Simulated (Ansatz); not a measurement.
## Hg3Pt under changes of volume

One of the cells (20.472 Å³/atom); the others are scaled copies at fixed shape and fractional positions:

```
Hg Pt
1.0
    -2.10218    2.10218    4.63253
     2.10218   -2.10218    4.63253
     2.10218    2.10218   -4.63253
Hg Pt
3 1
Cartesian
  0.0000 0.0000 4.6325
  2.1022 0.0000 2.3163
  0.0000 2.1022 2.3163
  0.0000 0.0000 0.0000
```

The cell comes from a database or a generator and needn't be the stable form of this composition.

| Item | Value |
| --- | --- |
| Program | Ansatz 0.2.0 |
| Functional | PBE |
| Potentials or basis | Ansatz PAW |
| Cutoff | 420 eV (not typed: the program's choice for these potentials) |
| k mesh | 9 × 9 × 9 |
| Occupations | fermi-dirac, width 0.05 eV |
| Spin | no spin polarisation |

```tsv
volume (Å³/atom)	energy over the lowest point (meV/atom)	pressure (GPa)
19.244	15.36	5.3
19.653	4.85	3.0
20.063	0.00	0.9
20.472	0.03	-0.9
20.881	4.24	-2.4
21.291	12.02	-3.7
21.700	?	?
```

Question: What does the run at 21.700 Å³/atom give?

Answer: Energy over the lowest point 22.84 meV/atom; pressure -4.8 GPa.

Worked out: A Birch-Murnaghan fit of order 3 (a polynomial in V^(-2/3)) to the other rows has its minimum at 20.26 Å³/atom with B0 = V·E''(V) = 87 GPa and B' = 6.7 at fixed shape and positions, which overstates the stiffness. It gives 22.82 meV/atom at 21.700 Å³/atom, against the run's 22.84, and -dE/dV = -4.8 GPa, against -4.8.

Energies are extrapolated to zero smearing.
